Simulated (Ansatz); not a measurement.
**C₂H₁₀O₅Si₂: small, medium and large basis sets**

One table from this session's results is given with a row withheld; the runs are named, their logs left out.

Program: Ansatz 0.2.0, Gaussian basis. Level of theory: one geometry, several basis sets. These are calculated values, not measurements.

Levels to be run: PBE0-D4/def2-SVP; ωB97M-V/def2-SVP; PBE0-D4/def2-QZVPP; ωB97M-V/def2-QZVPP; the functionals' def2-TZVPP values are taken from earlier runs.

### The geometry

The geometry comes from an earlier relaxation with PBE0-D4 in a triple-zeta def2 set; it is a stationary point, not always the lowest conformer.

SMILES `CO[SiH](C)O[Si](O)(O)O`, 19 atoms, charge 0, spin multiplicity 1.

Atoms are counted from 1 here; the program's logs count them from 0.

Bond lengths: C1–O2 1.408 Å, C1–H10 1.097 Å, C1–H11 1.095 Å, C1–H12 1.091 Å, O2–Si3 1.635 Å, Si3–C4 1.846 Å, Si3–O5 1.644 Å, Si3–H13 1.488 Å, C4–H14 1.093 Å, C4–H15 1.093 Å, C4–H16 1.092 Å, O5–Si6 1.616 Å, Si6–O7 1.629 Å, Si6–O8 1.634 Å, Si6–O9 1.632 Å, O7–H17 0.958 Å, O8–H18 0.958 Å, O9–H19 0.958 Å. Angles: O2–C1–H10 111.6°, O2–C1–H11 111.2°, O2–C1–H12 108.4°, H10–C1–H11 108.5°, H10–C1–H12 108.4°, H11–C1–H12 108.6°, C1–O2–Si3 123.1°, O2–Si3–C4 107.8°, O2–Si3–O5 108.3°, O2–Si3–H13 109.2°, C4–Si3–O5 111.0°, C4–Si3–H13 113.1°, O5–Si3–H13 107.4°, Si3–C4–H14 109.9°, Si3–C4–H15 110.6°, Si3–C4–H16 111.0°, H14–C4–H15 108.4°, H14–C4–H16 108.7° and more.

As a file:

```xyz
19
C2H10O5Si2
C    -2.1542   -2.0441   -0.5395
O    -0.7552   -2.1069   -0.3967
Si    0.1066   -1.0063    0.4522
C     1.8771   -1.5259    0.4155
O    -0.0906    0.4638   -0.2568
Si    0.2448    2.0336   -0.0733
O    -0.8338    2.8525    0.8322
O     0.2364    2.7517   -1.5407
O     1.6804    2.0885    0.7003
H    -2.6538   -1.9116    0.4277
H    -2.4476   -1.2198   -1.1979
H    -2.4986   -2.9815   -0.9799
H    -0.4452   -0.9124    1.8313
H     2.4961   -0.7695    0.9038
H     2.2222   -1.6403   -0.6149
H     2.0160   -2.4787    0.9311
H    -1.5936    3.2118    0.3724
H     0.6069    2.2545   -2.2708
H     1.9443    2.9361    1.0606
```

The first run:

File in.yaml:

```yaml
crystal:
  periodic: [false, false, false]
  atoms:
    - {symbol: C, position_ang: [-2.154248, -2.044067, -0.539539]}
    - {symbol: O, position_ang: [-0.755190, -2.106868, -0.396738]}
    - {symbol: Si, position_ang: [0.106609, -1.006299, 0.452204]}
    - {symbol: C, position_ang: [1.877125, -1.525863, 0.415516]}
    - {symbol: O, position_ang: [-0.090650, 0.463797, -0.256812]}
    - {symbol: Si, position_ang: [0.244831, 2.033638, -0.073314]}
    - {symbol: O, position_ang: [-0.833753, 2.852525, 0.832157]}
    - {symbol: O, position_ang: [0.236406, 2.751694, -1.540747]}
    - {symbol: O, position_ang: [1.680361, 2.088540, 0.700286]}
    - {symbol: H, position_ang: [-2.653839, -1.911621, 0.427685]}
    - {symbol: H, position_ang: [-2.447611, -1.219773, -1.197884]}
    - {symbol: H, position_ang: [-2.498634, -2.981537, -0.979863]}
    - {symbol: H, position_ang: [-0.445182, -0.912391, 1.831259]}
    - {symbol: H, position_ang: [2.496095, -0.769472, 0.903824]}
    - {symbol: H, position_ang: [2.222216, -1.640257, -0.614871]}
    - {symbol: H, position_ang: [2.016027, -2.478683, 0.931060]}
    - {symbol: H, position_ang: [-1.593556, 3.211798, 0.372446]}
    - {symbol: H, position_ang: [0.606916, 2.254466, -2.270790]}
    - {symbol: H, position_ang: [1.944277, 2.936071, 1.060618]}
basis:
  gaussian: {orbitals: def2-SVP}
hamiltonian: {xc: pbe0, dispersion: d4}
output: {orbitals: {seedname: orbitals}}
```

Among the steps run: PBE0-D4 in def2-SVP; ωB97M-V in def2-SVP; PBE0-D4 in def2-QZVPP; ωB97M-V in def2-QZVPP.

One table of the session follows, with a row left open; its other results are not shown here.

It belongs to the step «Density functionals: the series». 

| functional | basis | HOMO (eV) | LUMO (eV) |
| --- | --- | --- | --- |
| PBE0-D4 | def2-SVP | -7.98 | 1.10 |
| PBE0-D4 | def2-TZVPP | -8.13 | 0.45 |
| PBE0-D4 | def2-QZVPP | -8.16 | 0.04 |
| ωB97M-V | def2-SVP | ? | ? |
| ωB97M-V | def2-TZVPP | -10.48 | 1.88 |
| ωB97M-V | def2-QZVPP | -10.52 | 1.22 |

**Question.** Estimate the row for ωB97M-V, def2-SVP.

As computed: HOMO (eV): -10.31; LUMO (eV): 2.73. In the column «HOMO (eV)» it lies between ωB97M-V, def2-TZVPP (-10.48) and PBE0-D4, def2-QZVPP (-8.16).
